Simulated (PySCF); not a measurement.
# Cr+: dipole response in aug-cc-pwCVTZ

Aim: the static polarisability and the C₆ coefficient of Cr+, method by method.

Program: PySCF 2.14.0. Level of theory: unrestricted determinants in a Gaussian basis, no spin-orbit coupling in the energies. These are calculated values, not measurements, unless marked.

**1. The system**

```
Element     : chromium (Z = 24)
Basis       : aug-cc-pwCVTZ (10s9p7d4f3g, 127 functions)
Hamiltonian : no relativity, point nucleus
State 1     : Cr+: [Ar] 3d4 4s1, high-spin 6D determinant (an excited configuration)
Methods     : revPBE
```

The outer shells:

Cr+ [Ar] 3d4 4s1
```
[Ar] core
3d [↑ ][↑ ][↑ ][↑ ][  ]
4s [↑ ]
```

The runs were made by one driver on top of PySCF. The scripts below sum up each run's settings (the driver also hands on starting orbitals that pick excited configurations, and frozen orbitals as a list rather than a count), and the logs come from the driver's own runs. The driver starts from symmetry-adapted Hartree-Fock orbitals, holds the occupation by maximum overlap and uses a logarithmic radial grid for functionals, so a plain start would take other cycles.

The integrals over 127 functions and the set-up took 5.4 s of CPU time.

**2. Cr+ [Ar] 3d4 4s1, at revPBE**

#### revPBE

input.py reads:

```python
from pyscf import gto, scf, dft, mp, cc
import basis_set_exchange as bse
mol = gto.M(atom="Cr 0 0 0", charge=1, spin=5, symmetry="D2h",
            basis=gto.basis.parse(bse.get_basis("aug-cc-pwCVTZ", elements=["Cr"], fmt="nwchem")))
mf = dft.UKS(mol, xc="PBE_R,PBE")
mf.irrep_nelec = {'Ag': (5, 3), 'B1g': (1, 0), 'B2g': (1, 0), 'B3g': (1, 0), 'B1u': (2, 2), 'B2u': (2, 2), 'B3u': (2, 2)}
mf.kernel()
```

The log of the run:

```text
damping factor = 0
level_shift factor = 0
DIIS = <class 'pyscf.scf.diis.CDIIS'>
diis_start_cycle = 1
diis_space = 10
diis_damp = 0
SCF conv_tol = 1e-09
SCF conv_tol_grad = None
number electrons alpha = 14  beta = 9
XC functionals = PBE_R,PBE
    Y. Zhang and W. Yang.,  Phys. Rev. Lett. 80, 890 (1998)
    J. P. Perdew, K. Burke, and M. Ernzerhof.,  Phys. Rev. Lett. 77, 3865 (1996)
    J. P. Perdew, K. Burke, and M. Ernzerhof.,  Phys. Rev. Lett. 78, 1396 (1997)
cycle= 1 E= -1044.02876980268  delta_E= -0.017  |g|= 0.0486  |ddm|= 1.19
cycle= 2 E= -1044.02850138262  delta_E= 0.000268  |g|= 0.0658  |ddm|= 0.27
cycle= 3 E= -1044.02938702103  delta_E= -0.000886  |g|= 0.00291  |ddm|= 0.143
cycle= 4 E= -1044.02938845809  delta_E= -1.44e-06  |g|= 0.000462  |ddm|= 0.00604
cycle= 5 E= -1044.02938850212  delta_E= -4.4e-08  |g|= 1.94e-05  |ddm|= 0.00196
cycle= 6 E= -1044.0293885022  delta_E= -7.82e-11  |g|= 3.26e-06  |ddm|= 0.000174
converged SCF energy = -1044.0293885022  <S^2> = 8.7502479  2S+1 = 6.0000826
```

It used 68 s of CPU time after the integrals (shared host).

The occupied shells:

```
shell  electrons  mean orbital energy (eV)  spread (eV)  rms radius (bohr)
 1s α          1                   -5846.2            0             0.0743
 1s β          1                   -5846.2            0             0.0743
 2s α          1                   -670.38            0              0.322
 2s β          1                   -668.83            0              0.322
 2p α          3                   -571.17        0.453              0.289
 2p β          3                   -570.01        0.750              0.289
 3s α          1                   -85.835            0              0.973
 3s β          1                   -81.803            0              0.973
 3p α          3                   -58.245        0.621               1.04
 3p β          3                   -54.221        1.617               1.04
 3d α          4                   -15.264        1.038               1.43
 4s α          1                   -11.883            0               3.12
```

⟨S²⟩ = 8.750, ⟨L²⟩ = 6.01.

The driver then solved the coupled dipole response at imaginary frequencies: mean α = 35.21 bohr³ (xx, yy, zz: 35.65, 35.65, 34.33), C₆ = 200.4 au for a like pair.

Radial density 4πr²ρ of Cr+ at revPBE:

| r (bohr) | density | spin density |
| --- | --- | --- |
| 0.000867 | 0.0846 | 0.000 |
| 0.00146 | 0.233 | 0.000 |
| 0.00245 | 0.627 | 0.000 |
| 0.00413 | 1.64 | 0.001 |
| 0.00694 | 4.05 | 0.002 |
| 0.0117 | 9.13 | 0.004 |
| 0.0196 | 17.7 | 0.007 |
| 0.0330 | 26.6 | 0.008 |
| 0.0556 | 27.5 | 0.001 |
| 0.0935 | 21.9 | -0.004 |
| 0.157 | 28.0 | 0.073 |
| 0.264 | 27.6 | 0.474 |
| 0.445 | 11.0 | 1.742 |
| 0.748 | 13.2 | 3.109 |
| 1.26 | 6.87 | 2.273 |
| 2.12 | 1.35 | 1.062 |
| 3.56 | 0.341 | 0.339 |
| 5.99 | 0.0131 | 0.013 |
| 10.1 | 9.76e-05 | 0.000 |

**3. The response side by side**

Cr+ [Ar] 3d4 4s1, in atomic units:

| method | mean α | C₆ (like pair) | S(−4) |
| --- | --- | --- | --- |
| revPBE | 35.21 | 200.4 | 1011 |

α(iu) at revPBE:

```
u (hartree)  α(iu) (bohr³)
          0          35.21
     0.0500          32.88
      0.100          27.62
      0.200          17.66
      0.300          11.84
      0.500          6.692
      0.750          4.232
       1.00          3.061
       1.50          1.917
       2.00          1.347
       3.00         0.7809
       5.00         0.3628
```

**4. Results**

| quantity | value |
| --- | --- |
| α of Cr+ [Ar] 3d4 4s1 | 35.21 (revPBE) bohr³ |

A single London oscillator with the computed α and C₆ of Cr+ [Ar] 3d4 4s1 at revPBE would have ω = 4 C₆ / (3 α²) = 0.215 hartree. The basis is finite, and no extrapolation was made.
